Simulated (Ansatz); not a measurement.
From input file to script: CaMg, space group Pm-3m in Ansatz 0.2.0.

```yaml
crystal:
  lattice:
    - [3.966138, 0.0, 0.0]
    - [0.0, 3.966138, 0.0]
    - [0.0, 0.0, 3.966138]
  atoms:
    - { symbol: Ca, position: [0.0, 0.0, 0.0] }
    - { symbol: Mg, position: [0.5, 0.5, 0.5] }
basis:
  ecutwfc: 476.19925930478996
kpoints:
  mp_grid:
    grid: [3, 3, 3]
    shift: [0.0, 0.0, 0.0]
hamiltonian:
  xc: pbesol
  dispersion: d4
scf:
  n_extra_bands: 8
  mixing:
    algorithm: anderson
    beta: 0.2
    ndim: 8
  occupations:
    method: gaussian
relax:
  f_tol: 0.001
  max_steps: 40
  random_displacement:
    amplitude: 0.03
    seed: 31
output:
  dos:
    method:
      smearing:
        sigma: 0.3
    nscf_kmesh:
      kspacing: 0.2
  eigenvalues: true
```

Notebook, run cell by cell (the value of a cell's last expression is shown):

```python
import ansatz as az
from ase import Atoms
from ase.io import write
import matplotlib.pyplot as plt
import numpy as np
```

```python
FUNCTIONAL = "pbesol"
DISPERSION = "D4"
KGRID = (3, 3, 3)
SMEARING = "gaussian"
MIXING_BETA = 0.2
EXTRA_BANDS = 8
FMAX = 0.001
```

```python
vectors = np.array([
    [3.966138, 0.0, 0.0],
    [0.0, 3.966138, 0.0],
    [0.0, 0.0, 3.966138],
])
xtal = (
    az.Lattice.of(vectors)
    .atom("Ca", [0.0, 0.0, 0.0])
    .atom("Mg", [0.5, 0.5, 0.5])
)
```

```python
len(xtal.resolved().sites)
```

    2

```python
model = (
    xtal.calculation()
    .functional(FUNCTIONAL, dispersion=DISPERSION)
    .basis(35 * az.Ry)
    .kpoints(*KGRID, center="monkhorst-pack")
    .occupations(SMEARING)  # smearing steadies the SCF of a metal
    .mixing("anderson", ndim=8, beta=MIXING_BETA)
    .scf(extra_bands=EXTRA_BANDS)
    .relax(force_tolerance=FMAX, max_steps=40, random_displacement=True, displacement_amplitude=0.03, displacement_seed=31)
    .density_of_states(method="smearing", broadening_width=0.3, nscf_kmesh_spacing=0.2)  # states per eV and cell
    .band_table()  # levels at the mesh points
)
steps = []
```

```python
def collect(event):
    if event["event"] == "relax_step":
        steps.append(event["data"])


outcome = model.session().plan().execute(on_event=collect)
r = outcome.report
```

    

```python
r["published_state_doubts"]
```

    []

```python
print("step   energy (eV)     max comp. (eV/A)  SCF")
for s in steps:
    print(f"{s['step']:4d} {s['lagrangian_ev']:15.5f} {s['allowed_force_max_ev_ang']:12.4f} {s['n_scf']:5d}")

first, last = steps[0], steps[-1]
symbols = [site.symbol for site in outcome.lattice.sites]
print(f"energy gained {first['lagrangian_ev'] - last['lagrangian_ev']:.4f} eV in {len(steps) - 1} steps")
```

    step   energy (eV)     max comp. (eV/A)  SCF
       1     -3705.71826       0.0466     8
       2     -3705.71918       0.0037     5
       3     -3705.71919       0.0001     5
    energy gained 0.0009 eV in 2 steps

```python
print("atom   start x y z (A)              end x y z (A)")
for symbol, a, b in zip(symbols, first["positions_ang"], last["positions_ang"]):
    print(f"{symbol:3s}", " ".join(f"{v:8.4f}" for v in a), "  ", " ".join(f"{v:8.4f}" for v in b))
```

    atom   start x y z (A)              end x y z (A)
    Ca   -0.0087  -0.0080  -0.0276     -0.0186  -0.0080  -0.0164
    Mg    1.9546   1.9751   1.9780      1.9645   1.9751   1.9667

```python
relaxed = Atoms(symbols, positions=[site.position_ang for site in outcome.lattice.sites], cell=outcome.lattice.cell_ang, pbc=True)
write("relaxed.cif", relaxed, format="cif")
```

```python
n_atoms = len(r["lattice"]["sites"])
print("F =", round(r["free_energy_ev"], 4), "eV for", n_atoms, "atoms")
print("E(sigma -> 0) =", round(r["energy_sigma0_ev"], 4), "eV, TS =", round(r["entropy_ts_ev"], 5), "eV")
print("closed by", r["closed_by"], "after", r["n_iterations"], "iterations")
```

    F = -3705.7192 eV for 2 atoms
    E(sigma -> 0) = -3705.7049 eV, TS = 0.02867 eV
    closed by deck_thresholds after 5 iterations

```python
dos = outcome.density_of_states()
energy = np.asarray(dos.energies_ev) - dos.fermi_ev
top = min(levels[-1] for levels in r["eigenvalues_ev"]) - dos.fermi_ev  # the computed bands end here
fig, ax = plt.subplots(figsize=(5, 3.2))
for spin, channel in enumerate(dos.channels):
    ax.plot(energy, (-1) ** spin * np.asarray(channel.g_bin_mean_per_ev), lw=1)
ax.axvline(0, color="k", ls=":")
ax.set(xlim=(-8, min(4, top)), xlabel="E - E_F (eV)", ylabel="states/eV", title="CaMg")
fig.tight_layout()
fig.savefig("dos.png", dpi=100)
print("states below E_F:", round(float(np.interp(0.0, energy, dos.spin_summed_integrated)), 3))
```

    states below E_F: 19.959

Caveats:
- The settings weren't tested for convergence.
- Dispersion corrections can be off by several per cent in the lattices of metals, and by several GPa in the pressure at a fixed cell.
- The count of states below the Fermi level is interpolated on the energy grid.
- For a metal this mesh is far too coarse, so the numbers only illustrate the procedure.
- Energies along a relaxation are free energies. A last row that repeats the one before re-solves the same geometry more tightly.
- The first row is the displaced cell, and groups found at tight tolerances show what the force threshold leaves of the kick.
- The structure comes from a database of computed cells and needn't be a stable or known phase.
- The computed bands are complete only to about 6.3 eV above the Fermi level; beyond that the density of states is undercounted.
- Wall time of the script: 20 s on 1 thread of Arm Neoverse V1, with other jobs on the host, peak memory 0.57 GiB.

(Lines on the test bed's own set-up are left out of the output.)
